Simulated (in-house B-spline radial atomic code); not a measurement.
# Ta⁶²⁺: excited configurations

How much energy does it take to promote electrons of Ta⁶²⁺ to other shells? Each configuration is solved by itself and compared with the reference.

The numbers are computed with in-house B-spline radial atomic code version 1 (Dirac-Hartree-Fock, average of configuration, Fermi nucleus, basis-set limit), except any that are marked as measured or tabulated.

## Step 1: The system

* element: tantalum (Z = 73)
* charge: +62
* electrons: 11
* configuration: [Ne] 3s1
* Hamiltonian: Dirac-Coulomb
* nucleus: Fermi, rms radius 5.351 fm

Outer shells as boxes (Hund's rule):

[Ne] 3s1
```
[Ne] core
3s [↑ ]
```

The boxes draw the filling by Hund's rule, which heavy ions in jj coupling don't follow; these runs average over all states of the configuration.

Input settings:

```ini
Z = 73
electrons = 11.0
configuration = [Ne] 3s1
hamiltonian = dirac
method = hf
spin_polarised = False
nucleus = fermi
rms_radius = 5.3507
mass_number = 181
atomic_mass = 180.947998528
speed_of_light = 137.035999084
```

This reference run was done before. Its total energy is -10998.114266 hartree, and its levels are (the highest eight at most):

```tsv
orbital	occupation	energy (eV)	<r> (bohr)
1s1/2	2	-73176.8	0.01864
2s1/2	2	-16794.3	0.07703
2p1/2	2	-16314.5	0.06382
2p3/2	4	-14997.3	0.07126
3s1/2	1	-6910.75	0.1855
```

## Step 2: [Ne] 5g1

Changes to the settings of step 1:

```diff
@@ -2,3 +2,3 @@
 electrons = 11.0
-configuration = [Ne] 3s1
+configuration = [Ne] 5g1
 hamiltonian = dirac
```

The program writes no log. Results of the run, from its result record (rounded, main fields):

```text
status: converged
scf [iteration, energy, orbital gradient]:
  - [1, -10796.3664541, 9.62]
  - [2, -10823.7543521, 0.292]
  - [3, -10823.7740257, 0.142]
  - [4, -10823.7786525, 0.0687]
  - [5, -10823.7800734, 0.00218]
  - [6, -10823.7800747, 5.4e-06]
  - [7, -10823.7800747, 3.87e-08]
energy [hartree]: {"total": -10823.7800747, "kinetic": 12488.5366922, "nuclear": -24002.193764, "coulomb": 823.5980786, "exact_exchange": -133.721081558}
breit [hartree]: {"gaunt": 13.59591, "retardation": -1.175896, "frequency_dependence": -0.2547412}
qed [hartree]: {"self_energy": 12.72551, "uehling": -2.381416, "wichmann_kroll": 0.09263885}
recoil [hartree]: 0.02472208
total_with_corrections [hartree]: -10801.1533498
orbitals [hartree, bohr; first row names the columns]:
  - ["name", "occ", "eps", "<r>"]
  - ["1s1/2", 2.0, -2693.7757, 0.018643]
  - ["2s1/2", 2.0, -620.54677, 0.076981]
  - ["2p1/2", 2.0, -603.287, 0.063756]
  - ["2p3/2", 4.0, -554.76425, 0.071177]
  - ["5g7/2", 0.44444, -79.721324, 0.43321]
  - ["5g9/2", 0.55556, -79.551909, 0.43478]
sum_r [bohr^k]: {"-1": 328.8234, "1": 1.037551, "2": 0.2553286}
energy_minus_base [hartree]: 174.334191
energy_minus_base_with_corrections [hartree]: 173.938552
```

It took 0.33 s on 1 thread, shared host.

energy_minus_base is the energy less that of the reference run.

## Step 3: Configuration [He] 2s1 2p6 3s1 5g1

Changes to the settings of step 2:

```diff
@@ -2,3 +2,3 @@
 electrons = 11.0
-configuration = [Ne] 5g1
+configuration = [He] 2s1 2p6 3s1 5g1
 hamiltonian = dirac
```

From the record:

```text
status: converged
scf [iteration, energy, orbital gradient]:
  - [1, -10432.472515, 86.2]
  - [2, -10265.5557539, 35.8]
  - [3, -10458.1207544, 2.98]
  - [4, -10459.6601126, 2.44]
  - [5, -10460.7302182, 0.868]
  - [6, -10460.9446808, 0.515]
  - [7, -10460.9669183, 0.122]
  - [8, -10460.9687193, 0.00651]
  - [9, -10460.9687208, 0.00091]
  - [10, -10460.9687208, 0.000464]
  - [11, -10460.9687209, 2.56e-05]
  - [12, -10460.9687209, 7.66e-06]
  - [13, -10460.9687209, 9.69e-07]
  - [14, -10460.9687209, 2.06e-07]
energy [hartree]: {"total": -10460.9687209, "kinetic": 12032.113577, "nuclear": -23131.998525, "coulomb": 753.576295327, "exact_exchange": -114.660068128}
breit [hartree]: {"gaunt": 12.91087, "retardation": -1.141177, "frequency_dependence": -0.2627299}
qed [hartree]: {"self_energy": 12.15829, "uehling": -2.278964, "wichmann_kroll": 0.08874491}
recoil [hartree]: 0.02348774
total_with_corrections [hartree]: -10439.4701934
orbitals [hartree, bohr; first row names the columns]:
  - ["name", "occ", "eps", "<r>"]
  - ["1s1/2", 2.0, -2702.0148, 0.018645]
  - ["2s1/2", 1.0, -591.06317, 0.072404]
  - ["2p1/2", 2.0, -608.37159, 0.063487]
  - ["2p3/2", 4.0, -559.37925, 0.070878]
  - ["3s1/2", 1.0, -293.03672, 0.18818]
  - ["5g7/2", 0.44444, -79.75758, 0.43277]
  - ["5g9/2", 0.55556, -79.587099, 0.43435]
sum_r [bohr^k]: {"-1": 316.9018, "1": 1.142003, "2": 0.2861994}
energy_minus_base [hartree]: 537.145545
energy_minus_base_with_corrections [hartree]: 535.621709
```

It took 0.66 s on 1 thread, shared host.

## Step 4: Run with [Ne] 7f1

Changes to the settings of step 3:

```diff
@@ -2,3 +2,3 @@
 electrons = 11.0
-configuration = [He] 2s1 2p6 3s1 5g1
+configuration = [Ne] 7f1
 hamiltonian = dirac
```

From the record:

```text
status: converged
scf [iteration, energy, orbital gradient]:
  - [1, -10757.5133944, 9.62]
  - [2, -10784.8913809, 0.292]
  - [3, -10784.9110892, 0.142]
  - [4, -10784.9157237, 0.0687]
  - [5, -10784.9171469, 0.00218]
  - [6, -10784.9171482, 5.36e-06]
  - [7, -10784.9171482, 3.86e-08]
energy [hartree]: {"total": -10784.9171482, "kinetic": 12449.6169646, "nuclear": -23912.0333178, "coulomb": 811.235488689, "exact_exchange": -133.736283671}
breit [hartree]: {"gaunt": 13.5973, "retardation": -1.176251, "frequency_dependence": -0.254682}
qed [hartree]: {"self_energy": 12.72547, "uehling": -2.381406, "wichmann_kroll": 0.09263848}
recoil [hartree]: 0.02460447
total_with_corrections [hartree]: -10762.2894785
orbitals [hartree, bohr; first row names the columns]:
  - ["name", "occ", "eps", "<r>"]
  - ["1s1/2", 2.0, -2695.0102, 0.018643]
  - ["2s1/2", 2.0, -621.78624, 0.076983]
  - ["2p1/2", 2.0, -604.52444, 0.063757]
  - ["2p3/2", 4.0, -556.00296, 0.071179]
  - ["7f5/2", 0.42857, -40.824683, 1.0609]
  - ["7f7/2", 0.57143, -40.71898, 1.064]
sum_r [bohr^k]: {"-1": 327.5884, "1": 1.666127, "2": 1.326057}
energy_minus_base [hartree]: 213.197117
energy_minus_base_with_corrections [hartree]: 212.802424
```

Wall time 0.35 s (1 thread, shared host).

## Step 5: [He] 2s1 2p6 3s1 4p1

Changes to the settings of step 4:

```diff
@@ -2,3 +2,3 @@
 electrons = 11.0
-configuration = [Ne] 7f1
+configuration = [He] 2s1 2p6 3s1 4p1
 hamiltonian = dirac
```

From the record:

```text
status: converged
scf [iteration, energy, orbital gradient]:
  - [1, -10485.7486685, 86.1]
  - [2, -10319.1215341, 35.6]
  - [3, -10511.1892469, 2.97]
  - [4, -10512.7185826, 2.42]
  - [5, -10513.782156, 0.864]
  - [6, -10513.9955808, 0.516]
  - [7, -10514.0178268, 0.12]
  - [8, -10514.0195772, 0.00648]
  - [9, -10514.0195787, 0.000909]
  - [10, -10514.0195788, 0.000465]
  - [11, -10514.0195788, 2.5e-05]
  - [12, -10514.0195788, 7.25e-06]
  - [13, -10514.0195788, 9.5e-07]
  - [14, -10514.0195788, 1.93e-07]
energy [hartree]: {"total": -10514.0195788, "kinetic": 12093.7188663, "nuclear": -23258.9092995, "coulomb": 766.307546346, "exact_exchange": -115.136691877}
breit [hartree]: {"gaunt": 13.03331, "retardation": -1.163999, "frequency_dependence": -0.26677}
qed [hartree]: {"self_energy": 12.16753, "uehling": -2.279235, "wichmann_kroll": 0.08876169}
recoil [hartree]: 0.02347621
total_with_corrections [hartree]: -10492.416508
orbitals [hartree, bohr; first row names the columns]:
  - ["name", "occ", "eps", "<r>"]
  - ["1s1/2", 2.0, -2700.3954, 0.018646]
  - ["2s1/2", 1.0, -590.00712, 0.072443]
  - ["2p1/2", 2.0, -607.1391, 0.063512]
  - ["2p3/2", 4.0, -558.19644, 0.070908]
  - ["3s1/2", 1.0, -292.27207, 0.18836]
  - ["4p1/2", 0.33333, -136.28983, 0.33023]
  - ["4p3/2", 0.66667, -130.92736, 0.34462]
sum_r [bohr^k]: {"-1": 318.6403, "1": 1.048572, "2": 0.2123853}
energy_minus_base [hartree]: 484.094687
energy_minus_base_with_corrections [hartree]: 482.675394
```

It took 0.45 s on 1 thread, shared host.

## Step 6: [He] 2s2 2p5 3s1 6d1

Changes to the settings of step 5:

```diff
@@ -2,3 +2,3 @@
 electrons = 11.0
-configuration = [He] 2s1 2p6 3s1 4p1
+configuration = [He] 2s2 2p5 3s1 6d1
 hamiltonian = dirac
```

From the record:

```text
status: converged
scf [iteration, energy, orbital gradient]:
  - [1, -10460.605647, 8.37]
  - [2, -10487.2604962, 0.331]
  - [3, -10487.2793234, 0.161]
  - [4, -10487.2837506, 0.0781]
  - [5, -10487.2851098, 0.00213]
  - [6, -10487.2851111, 4.08e-06]
  - [7, -10487.2851111, 2.4e-08]
energy [hartree]: {"total": -10487.2851111, "kinetic": 12145.3315137, "nuclear": -23253.181867, "coulomb": 737.369964319, "exact_exchange": -116.804722186}
breit [hartree]: {"gaunt": 12.60488, "retardation": -1.051079, "frequency_dependence": -0.2100442}
qed [hartree]: {"self_energy": 12.89316, "uehling": -2.419613, "wichmann_kroll": 0.09403404}
recoil [hartree]: 0.02488162
total_with_corrections [hartree]: -10465.3488858
orbitals [hartree, bohr; first row names the columns]:
  - ["name", "occ", "eps", "<r>"]
  - ["1s1/2", 2.0, -2704.3893, 0.018633]
  - ["2s1/2", 2.0, -626.41453, 0.076697]
  - ["2p1/2", 1.6667, -610.67358, 0.063441]
  - ["2p3/2", 3.3333, -561.72987, 0.070802]
  - ["3s1/2", 1.0, -258.59422, 0.1839]
  - ["6d3/2", 0.4, -56.531989, 0.78705]
  - ["6d5/2", 0.6, -56.138389, 0.79307]
sum_r [bohr^k]: {"-1": 318.5635, "1": 1.506959, "2": 0.7882735}
energy_minus_base [hartree]: 510.829154
energy_minus_base_with_corrections [hartree]: 509.743016
```

Wall time 0.4 s (1 thread, shared host).

## Step 7: All configurations in order

| net move | configuration | energy above the reference (eV) | with Breit, QED, recoil (eV) | largest <r> (bohr) |
| --- | --- | --- | --- | --- |
| 3s → 5g | [Ne] 5g1 | 4743.88 | 4733.11 | 0.435 |
| 3s → 7f | [Ne] 7f1 | 5801.39 | 5790.65 | 1.06 |
| 2s → 4p | [He] 2s1 2p6 3s1 4p1 | 13172.9 | 13134.3 | 0.345 |
| 2p → 6d | [He] 2s2 2p5 3s1 6d1 | 13900.4 | 13870.8 | 0.793 |
| 2s → 5g | [He] 2s1 2p6 3s1 5g1 | 14616.5 | 14575.0 | 0.434 |

Quantum defects of the promoted electron, δ = n − ζ/√(−2ε) with ζ = 63 and ε its orbital energy in hartree:

| promotion | δ |
| --- | --- |
| 3s → 5g | 0.008 |
| 3s → 7f | 0.023 |
| 2s → 4p | 0.133 |
| 2p → 6d | 0.063 |
| 2s → 5g | 0.009 |

The lowest of them is 3s → 5g at 4743.88 eV and the highest 2s → 5g at 14616.5 eV. 3 of them lie more than 2 % above the ionisation threshold that Koopmans' theorem gives (6910.75 eV), where such states can decay by emitting an electron. Of those tabulated, the defect is largest for 4p (0.13) and least for 5g (0.01); at this charge much of the defect is relativistic. Two partly filled shells share a symmetry and can mix in the average, which may lower the energy, for: 2s → 4p; 2s → 5g. These are averages over configurations, without correlation, not spectroscopic levels.
